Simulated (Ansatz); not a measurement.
# CH6OSiSn: up Jacob's ladder to CCSD(T)

How much do the methods differ for CH6OSiSn? The plan is to run it at one geometry with functionals of several rungs and with coupled cluster. The yardstick is the atomisation energy at the CCSD(T) limit.

Computed with Ansatz 0.2.0, Gaussian basis. Level: functionals in def2-TZVPP, the program's frozen cores in correlated methods.

The runs, in order: LDA (SPW92), PBE-D4, revPBE-D4, BLYP-D4, r2SCAN-D4, B97M-V, PBE0-D4, B3LYP-D4, r2SCANh-D4, r2SCAN0-D4, HSE06-D4, BHLYP-D4, CAM-B3LYP-D4, LC-ωPBE, ωB97X-V, ωB97M-V, B2PLYP, PBE-QIDH; CCSD(T)/def2-SVP; CCSD(T)/def2-TZVPP; MP2/def2-QZVPP; extrapolation to the limit; RPA on PBE.

**1. Structure used throughout**

All runs share one geometry, relaxed beforehand with PBE0-D4 in a triple-zeta def2 set. Sn takes the def2 core potential; no spin-orbit term is included.

SMILES `[SnH3][CH]1O[SiH2]1`, 10 atoms, charge 0, spin multiplicity 1.

Atoms are counted from 1 here; the program's logs count them from 0.

Bond lengths: Sn1–C2 2.141 Å, Sn1–H5 1.707 Å, Sn1–H6 1.707 Å, Sn1–H7 1.709 Å, C2–O3 1.490 Å, C2–Si4 1.805 Å, C2–H8 1.091 Å, O3–Si4 1.662 Å, Si4–H9 1.479 Å, Si4–H10 1.479 Å. Angles: C2–Sn1–H5 108.2°, C2–Sn1–H6 110.2°, C2–Sn1–H7 109.1°, H5–Sn1–H6 109.8°, H5–Sn1–H7 109.9°, H6–Sn1–H7 109.7°, Sn1–C2–O3 114.0°, Sn1–C2–Si4 124.4°, Sn1–C2–H8 115.0°, O3–C2–Si4 59.7°, O3–C2–H8 111.4°, Si4–C2–H8 117.9°, C2–O3–Si4 69.6°, C2–Si4–O3 50.7°, C2–Si4–H9 122.2°, C2–Si4–H10 121.7°, O3–Si4–H9 116.5°, O3–Si4–H10 117.1° and more.

**2. LDA**

This LDA is Slater exchange with PW92 correlation.

Input file in.yaml:

```yaml
crystal:
  periodic: [false, false, false]
  atoms:
    - {symbol: Sn, position_ang: [-0.285092, 1.646049, 0.275927]}
    - {symbol: C, position_ang: [-0.355976, -0.485835, 0.458917]}
    - {symbol: O, position_ang: [0.948324, -1.106231, 0.823666]}
    - {symbol: Si, position_ang: [0.455036, -1.633733, -0.673410]}
    - {symbol: H, position_ang: [0.941684, 2.043335, -0.842574]}
    - {symbol: H, position_ang: [0.059791, 2.357124, 1.789117]}
    - {symbol: H, position_ang: [-1.795801, 2.208013, -0.292977]}
    - {symbol: H, position_ang: [-1.167062, -0.868430, 1.080052]}
    - {symbol: H, position_ang: [0.057586, -3.054451, -0.773308]}
    - {symbol: H, position_ang: [1.224712, -1.156942, -1.842410]}
basis:
  gaussian: {orbitals: def2-TZVPP}
hamiltonian: {xc: lda}
output: {orbitals: {seedname: orbitals}}
```

The run is started by

```bash
ansatz run in.yaml --threads 4 --pin off --events-out ev --progress --plain --max-ram 10444MiB
```

After this run come: PBE-D4 (GGA); revPBE-D4 (GGA); BLYP-D4 (GGA); r2SCAN-D4 (meta-GGA); B97M-V (meta-GGA); PBE0-D4 (hybrid); B3LYP-D4 (hybrid); r2SCANh-D4 (hybrid); r2SCAN0-D4 (hybrid); HSE06-D4 (hybrid); BHLYP-D4 (hybrid); CAM-B3LYP-D4 (range-separated); LC-ωPBE (range-separated); ωB97X-V (range-separated); ωB97M-V (range-separated); B2PLYP (double hybrid); PBE-QIDH (double hybrid); CCSD(T) in def2-SVP; CCSD(T) in def2-TZVPP; MP2 in def2-QZVPP; RPA on PBE orbitals.

Q: Predict the results of all the runs planned. Wanted: atomisation energy, CCSD(T)/CBS; farthest beyond LDA; mean size of error, GGA; mean size of error, meta-GGA; mean size of error, hybrid; mean size of error, range-separated; mean size of error, double hybrid; gap, smallest and largest; T1 diagnostic.

As calculated:

| quantity | value |
| --- | --- |
| atomisation energy, CCSD(T)/CBS | 3070.1 kJ/mol |
| functionals within 30.7 kJ/mol (1.0 %) | PBE-D4, r2SCAN-D4, B97M-V, CAM-B3LYP-D4, ωB97X-V, ωB97M-V |
| farthest beyond LDA | BHLYP-D4 (-122.4 kJ/mol) |
| mean size of error, GGA | 39.5 kJ/mol |
| mean size of error, meta-GGA | 18.4 kJ/mol |
| mean size of error, hybrid | 61.2 kJ/mol |
| mean size of error, range-separated | 20.4 kJ/mol |
| mean size of error, double hybrid | 66.7 kJ/mol |
| gap, smallest and largest | 4.53 eV (LDA (SPW92)), 11.37 eV (LC-ωPBE) |
| T1 diagnostic | 0.0146 |
| triples share of the correlation energy | 3.6 % |

LDA overbinds by 436.5 kJ/mol (14 %). PBE-D4 is off by +5.0 kJ/mol. Double hybrids carry the basis error of their MP2 part in triple zeta, and no dispersion term here, so their miss is partly the set-up's. The rungs meta-GGA, range-separated miss on average by less than the doubt on the reference (30.7 kJ/mol), so they tie. The reference freezes the cores and leaves out spin-orbit coupling and excitations past (T), and its outer-core shells are covered unevenly, so misses under about 30.7 kJ/mol can't be ranked. All levels share the lack of spin-orbit coupling, which lowers the free heavy atoms and so the true binding. Hartree-Fock recovers 69 % of the binding; the rest is correlation. CCSD(T) in def2-SVP is off by -251.2 kJ/mol, more than most functionals: a good method in a small basis is no reference. The gap grows from 4.5 to 11.4 eV across the functionals, mostly with the share of exact exchange. Correlated methods include outer-core shells of Sn, which these sets cover unevenly.
